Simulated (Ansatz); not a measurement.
# NaI: the cost of one run

Program: Ansatz 0.2.0. Level of theory: reference: DFT, HSE06, plane waves, PAW. These are calculated values, not measurements.

### 1 The system as given

The structure is cubic, space group Fm-3m (No. 225). The conventional cell has a = 6.459 Å, b = 6.459 Å, c = 6.459 Å, α = 90.00°, β = 90.00°, γ = 90.00°. Around Na (site symmetry m-3m) lie 6 I at 3.23 Å. I (site symmetry m-3m) is surrounded by 6 Na at 3.23 Å.

Structure file:

```xyz
2
Lattice="0.0000 3.2297 3.2297 3.2297 0.0000 3.2297 3.2297 3.2297 0.0000" Properties=species:S:1:pos:R:3 pbc="T T T"
Na    0.0000    0.0000    0.0000
I     3.2297    3.2297    3.2297
```

### 2 The reference run

The input, input.yaml:

```yaml
crystal:
  lattice:
    - [0.0, 3.2297205894, 3.2297205894]
    - [3.2297205894, 0.0, 3.2297205894]
    - [3.2297205894, 3.2297205894, 0.0]
  atoms:
    - { symbol: Na, position: [0.0, 0.0, 0.0] }
    - { symbol: I, position: [0.5, 0.5, 0.5] }
kpoints:
  mp_grid: { grid: [4, 4, 4] }
hamiltonian:
  xc: hse06
scf:
  occupations: { method: fixed }
  n_extra_bands: 4
output:
  forces: true
  stress: true
  eigenvalues: true
```

Launch:

```bash
ansatz run input.yaml --threads 4 --pin off --max-ram 3686MiB --backend cpu --events-out ev --progress --plain --runs-dir out
```

Q: Estimate wall time and peak memory on 4 threads of an x86-64 CPU, shared host.

About 26 s, with a peak of 0.81 GiB.
